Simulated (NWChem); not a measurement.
# TiO2 (titanium dioxide): TPSSh/3-21G

Aim: the vertical ionisation energy of TiO2 (titanium dioxide) at TPSSh/3-21G, from 2 runs. 

The results are computed with NWChem 7.3.0.

3 further runs of the same task are left out: 3 that didn't finish.

## (1) The structure to begin with

The species is TiO2 (3 atoms), meant as a singlet with charge 0. SMILES: `[O]=[Ti]=[O]`. Geometry: relaxed at PBE0-D4/def2-TZVP.

Bond lengths: O1–Ti2 1.628 Å, Ti2–O3 1.628 Å. Angles: O1–Ti2–O3 111.8°.

## (2) The energy at TPSSh/3-21G

sp.nw

```
start sp
title "O2Ti"
memory 2200 mb

geometry units angstrom noautosym nocenter noautoz
  O     0.921000    0.928800    0.444600
  Ti    0.135000   -0.492000    0.331600
  O    -1.056100   -0.436800   -0.776200
end

basis spherical bse
  O library 3-21G
  Ti library 3-21G
end

dft
  xc xctpssh
  grid fine
  convergence energy 1e-08
  iterations 100
  mulliken
  noprint "final vectors analysis"
end

task dft energy
```

The run is started by

```bash
nwchem sp.nw > sp.out
```

The program printed:

```text
[...]
          Wavefunction type:  closed shell.
          No. of atoms     :     3
          No. of electrons :    38
[...]
          Charge           :     0
          Spin multiplicity:     1
[...]
          AO basis - number of functions:    45
[...]
              XC Information
              --------------
                  TPSS hybrid Method XC Functional
                     Hartree-Fock (Exact) Exchange  0.100
                  TPSS metaGGA Exchange Functional  0.900
             TPSS03 metaGGA Correlation Functional  1.000
[...]
 d= 0,ls=0.0,diis     1   -994.1142688302 -1.12D+03  1.20D-01  5.18D+00     0.3
[...]
 d= 0,ls=0.5,diis    60   -994.9908366376 -8.44D-09  2.69D-06  1.42D-08    16.1
         Total DFT energy =     -994.990836643558
      One electron energy =    -1620.398748835750
           Coulomb energy =      557.633027077607
    Exchange-Corr. energy =      -59.235043095175
 Nuclear repulsion energy =      127.009928209759
[...]
      Total Density - Mulliken Population Analysis
     ---------------------------------------------
    Atom       Charge   Shell Charges
 -----------   ------   -------------------------------------------------------
    1 O    8     8.50   1.99  0.44  2.04  1.51  2.53
    2 Ti  22    20.99   2.00  2.00  5.99  1.99  5.95  0.09  0.50  0.02  0.03  0.89  1.52
    3 O    8     8.50   1.99  0.44  2.04  1.51  2.53
[...]
```

It took 17 s on 1 thread of Intel Xeon 6975P-C (Granite Rapids), shared host; peak memory 0.11 GiB.

## (3) The doublet cation, same level

o2ti.nw

```
start o2ti
title "O2Ti"
memory 2200 mb
charge 1
geometry units angstroms noautosym nocenter noautoz
  O        0.921000       0.928800       0.444600
  Ti       0.135000      -0.492000       0.331600
  O       -1.056100      -0.436800      -0.776200
end
basis "ao basis" spherical bse
  * library 3-21G
end
dft
  xc xctpssh
  mult 2
  grid fine
  convergence energy 1e-08
  maxiter 100
  mulliken
  noprint "final vectors analysis"
end
task dft energy
```

The run is started by

```bash
nwchem o2ti.nw > o2ti.out
```

The program printed:

```text
[...]
          Wavefunction type:  spin polarized.
          No. of atoms     :     3
          No. of electrons :    37
[...]
          Charge           :     1
          Spin multiplicity:     2
[...]
          AO basis - number of functions:    45
[...]
              XC Information
              --------------
                  TPSS hybrid Method XC Functional
                     Hartree-Fock (Exact) Exchange  0.100
                  TPSS metaGGA Exchange Functional  0.900
             TPSS03 metaGGA Correlation Functional  1.000
[...]
 d= 0,ls=0.0,diis     1   -994.2229196821 -1.12D+03  5.53D-02  8.27D-01     0.7
[...]
 d= 0,ls=0.0,diis    15   -994.6668543613  1.12D-09  1.24D-06  2.43D-08     8.6
[...]
         Total DFT energy =     -994.666854361302
      One electron energy =    -1607.564178975800
           Coulomb energy =      544.702873657044
    Exchange-Corr. energy =      -58.815477252305
 Nuclear repulsion energy =      127.009928209759
[...]
      Total Density - Mulliken Population Analysis
     ---------------------------------------------
    Atom       Charge   Shell Charges
 -----------   ------   -------------------------------------------------------
    1 O    8     8.22   1.99  0.46  2.00  1.52  2.25
    2 Ti  22    20.57   2.00  2.00  5.99  2.00  5.95  0.05  0.27  0.01 -0.00  0.86  1.44
    3 O    8     8.22   1.99  0.46  2.00  1.52  2.25
[...]
      <S2> =      0.7942 (Exact =     0.7500)
[...]
```

Run time: 9.3 s. Hardware: 1 thread of Intel Xeon 6975P-C (Granite Rapids), shared host; peak memory 0.11 GiB.

## (4) Summary of results

At TPSSh/3-21G:

| quantity | value |
| --- | --- |
| singlet TiO2: total energy | -994.99084 Eh |
| singlet TiO2: dipole moment | 6.34 D |
| doublet cation: total energy | -994.66685 Eh |
| doublet cation: ⟨S²⟩ | 0.794 |
| vertical ionisation energy (to the doublet cation) | 8.816 eV |

What this shows: The vertical ionisation energy comes to 8.82 eV (851 kJ/mol). Mulliken charges (singlet TiO2) run from -0.50 on O1 to +1.01 on Ti2.
